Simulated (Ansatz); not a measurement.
# CaBe2O3: one candidate of a structure search

Aim: relax a trial structure of CaBe2O3 and see where it ends.

Computed with Ansatz 0.2.0 (DFT PBE, scalar-relativistic, plane waves, PAW, unless a step's input says otherwise).

**1. The system as given**

The structure is hexagonal, space group P-6m2 (No. 187). The conventional cell has a = 3.364 Å, b = 3.364 Å, c = 6.617 Å, α = 90.00°, β = 90.00°, γ = 120.00°. Around Ca (site symmetry -6m2) lie 3 O at 1.94 Å. Be (site symmetry 3m) has 3 Ca at 2.52 Å and 9 O at 2.52 to 2.58 Å as nearest neighbours. Around O (site symmetry -6m2) lie 3 O at 1.94 Å and 6 Be at 2.58 Å. O (site symmetry -6m2) is surrounded by 3 Ca at 1.94 Å and 6 Be at 2.52 Å.

Structure file:

```
Ca Be O
1.0
     3.36379    0.00000    0.00000
    -1.68189    2.91313    0.00000
     0.00000    0.00000    6.61671
Ca Be O
1 2 3
Cartesian
  1.6819 0.9710 0.0000
  0.0000 1.9421 1.6067
  0.0000 1.9421 5.0100
  1.6819 0.9710 3.3084
  0.0000 0.0000 0.0000
  0.0000 0.0000 3.3084
```

A structure generator made this guess: species swapped into a database cell of Ce2Si3Ni (P-6m2, No. 187), with Be on the Ce sites, O on the Si sites and Ca on the Ni sites. The dimensions are guesses.

**2. A first look at the guess**

Input file input.yaml:

```yaml
crystal:
  lattice:
    - [3.36378791, 0.0, 0.0]
    - [-1.68189395, 2.91312578, 0.0]
    - [0.0, 0.0, 6.61671011]
  atoms:
    - { symbol: Ca, position: [0.66666667, 0.33333333, 0.0] }
    - { symbol: Be, position: [0.33333333, 0.66666667, 0.24282201] }
    - { symbol: Be, position: [0.33333333, 0.66666667, 0.75717799] }
    - { symbol: O, position: [0.66666667, 0.33333333, 0.5] }
    - { symbol: O, position: [0.0, 0.0, 0.0] }
    - { symbol: O, position: [0.0, 0.0, 0.5] }
basis:
  ecutwfc: 420
kpoints:
  mp_grid: { grid: [6, 6, 4] }
hamiltonian:
  xc: pbe
scf:
  occupations: { method: gaussian, width: 0.1 }
  lower_state_search: "off"
output:
  forces: true
  stress: true
  eigenvalues: true
```

Command:

```
$ ansatz run input.yaml --threads 1 --pin off --max-ram 2560MiB --backend cpu --events-out ev --progress --plain --runs-dir out
```

Further runs follow: spin check on a coarse mesh; rough relaxation on the coarse mesh; final relaxation.

**Question.** What will these runs give? Wanted: conventional cell; volume; energy over the elements; gap on the mesh.

**Answer**, as computed:

| quantity | value |
| --- | --- |
| symmetry at the end (tolerance 0.05 Å) | space group P-6m2 (No. 187) |
| conventional cell | a = 3.598 Å, b = 3.598 Å, c = 7.642 Å, α = 90.00°, β = 90.00°, γ = 120.00° |
| volume | 14.28 Å³/atom |
| energy over the elements (uncorrected; H, N, O, F and Cl as molecules) | -0.11 eV/atom |
| gap on the mesh | none (metal) |

The space group P-6m2 (No. 187) is kept, and the volume per atom grows by 32.1 % from the first guess. A negative formation energy is needed for stability but isn't enough; other structures and compounds were not set against it here. No finished test with a distortion of lower symmetry is shown, so the end may be a saddle point. Some metallic runs here have no spin polarisation while others do, so their energies compare only roughly. Other magnetic orders were not searched.
